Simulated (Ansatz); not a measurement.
# HF: the cost of one run

Program: Ansatz 0.2.0. Level of theory: DFT r2SCAN, plane waves, PAW, scalar-relativistic, no spin polarisation. These are calculated values, not measurements.

1 further run of the same task is left out (it didn't finish).

## 1. Starting point

The cell holds 16 atoms (F8H8): a = 6.479 Å, b = 6.479 Å, c = 6.479 Å, α = 90.00°, β = 90.00°, γ = 90.00°.

As a file:

```xyz
16
Lattice="6.4792 0.0000 0.0000 0.0000 6.4792 0.0000 0.0000 0.0000 6.4792" Properties=species:S:1:pos:R:3 pbc="T T T"
F     2.4487    0.5260    5.0043
H     1.6442    0.9966    4.9450
F     4.5130    2.5732    0.0554
H     4.5999    3.4048    0.4714
F     0.1905    2.9091    1.3445
H     0.0283    3.4335    2.1000
F     2.9044    4.4075    0.6226
H     3.1679    5.2417    0.2960
F     0.0047    0.4458    1.8033
H     0.8566    0.6852    2.1016
F     3.9253    1.6157    2.9090
H     3.1168    1.4363    2.4773
F     5.8019    5.1623    0.6075
H     5.1092    5.4219    0.0375
F     4.0523    5.7671    2.4112
H     3.1369    5.6066    2.3191
```

## 2. Preparing the start

input.yaml

```yaml
accuracy: low
crystal:
  lattice:
    - [6.479224, 0.0, 0.0]
    - [0.0, 6.479224, 0.0]
    - [0.0, 0.0, 6.479224]
  atoms:
    - { symbol: F, position: [0.3779284, 0.0811877, 0.772355] }
    - { symbol: H, position: [0.2537656, 0.1538174, 0.7632018] }
    - { symbol: F, position: [0.6965376, 0.3971523, 0.0085449] }
    - { symbol: H, position: [0.7099486, 0.5254973, 0.0727552] }
    - { symbol: F, position: [0.0294076, 0.4489885, 0.2075069] }
    - { symbol: H, position: [0.0043602, 0.5299196, 0.3241176] }
    - { symbol: F, position: [0.4482601, 0.6802458, 0.0960967] }
    - { symbol: H, position: [0.4889376, 0.8090085, 0.0456909] }
    - { symbol: F, position: [0.0007237, 0.0688073, 0.2783157] }
    - { symbol: H, position: [0.132214, 0.1057525, 0.3243658] }
    - { symbol: F, position: [0.605831, 0.249369, 0.4489715] }
    - { symbol: H, position: [0.4810523, 0.2216724, 0.3823499] }
    - { symbol: F, position: [0.8954634, 0.7967416, 0.0937653] }
    - { symbol: H, position: [0.7885577, 0.8368057, 0.0057806] }
    - { symbol: F, position: [0.6254277, 0.8900919, 0.3721466] }
    - { symbol: H, position: [0.4841492, 0.8653237, 0.357928] }
basis:
  ecutwfc: 500.0
kpoints:
  mp_grid: { grid: [1, 1, 1] }
hamiltonian:
  xc: r2scan
scf:
  occupations: { method: fermi_dirac, width: 0.05 }
  lower_state_search: "off"
relax:
  f_tol: 0.3
  max_steps: 15
  adjacent_minimum: "off"
```

The run is started by

```
ansatz run input.yaml --threads 1 --pin off --max-ram 3072MiB --backend cpu --events-out ev --progress --plain --runs-dir out
```

**Question.** How long does this run take on 1 thread of Arm Neoverse V1, shared host, and how much memory does it need?

About 2.5 min, with a peak of 0.53 GiB.
